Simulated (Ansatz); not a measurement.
# YAu: the cost of one run

Program: Ansatz 0.2.0. Level of theory: DFT LDA, frozen-core PAW, scalar-relativistic unless said. These are calculated values, not measurements.

5 further runs of the same task are left out: 5 set aside as unsound or not needed.

## 1. The starting structure

It takes space group Cmcm (No. 63, orthorhombic). Conventional cell: a = 3.746 Å, b = 10.944 Å, c = 4.641 Å, α = 90.00°, β = 90.00°, γ = 90.00°. Y (site symmetry m2m) has 7 Au at 3.00 to 3.10 Å as nearest neighbours. Around Au (site symmetry m2m) lie 7 Y at 3.00 to 3.10 Å and 2 Au at 3.00 Å.

Structure file:

```cif
data_structure
_symmetry_space_group_name_H-M 'P 1'
_symmetry_Int_Tables_number 1
_cell_length_a 5.7837
_cell_length_b 5.7837
_cell_length_c 4.6412
_cell_angle_alpha 90.000
_cell_angle_beta 90.000
_cell_angle_gamma 142.209
_cell_volume 95.14
loop_
_atom_site_label
_atom_site_type_symbol
_atom_site_fract_x
_atom_site_fract_y
_atom_site_fract_z
_atom_site_occupancy
Y1 Y 0.86155 0.13845 0.75000 1
Y2 Y 0.13845 0.86155 0.25000 1
Au1 Au 0.58712 0.41288 0.75000 1
Au2 Au 0.41288 0.58712 0.25000 1
```

Cartesian axes are those of the input's lattice vectors. The structure goes back to a database entry.

## 2. Cell and atoms relaxed, PAW

The input, input.yaml:

```yaml
crystal:
  lattice:
    - [1.872990485, -5.472017605, 0.0]
    - [1.872990485, 5.472017605, 0.0]
    - [0.0, 0.0, 4.64122669]
  atoms:
    - { symbol: "Y", position: [0.86154612, 0.13845388, 0.75] }
    - { symbol: "Y", position: [0.13845388, 0.86154612, 0.25] }
    - { symbol: Au, position: [0.58712262, 0.41287738, 0.75] }
    - { symbol: Au, position: [0.41287738, 0.58712262, 0.25] }
kpoints:
  mp_grid: { grid: [8, 8, 6] }
scf:
  occupations: { method: fermi_dirac, width: 0.1 }
hamiltonian:
  xc: lda
  pseudopotentials: { kind: paw }
relax:
  f_tol: 0.002
  max_steps: 80
  cell: {}
output:
  forces: true
  stress: true
```

Launch:

```bash
> ansatz run input.yaml --threads 2 --pin off --max-ram 5120MiB --backend cpu --events-out ev --progress --plain --runs-dir out
```

**Question.** How long does this run take on 2 threads of Arm Neoverse V1, shared host, and how much memory does it need?

About 43 s, with a peak of 0.51 GiB.
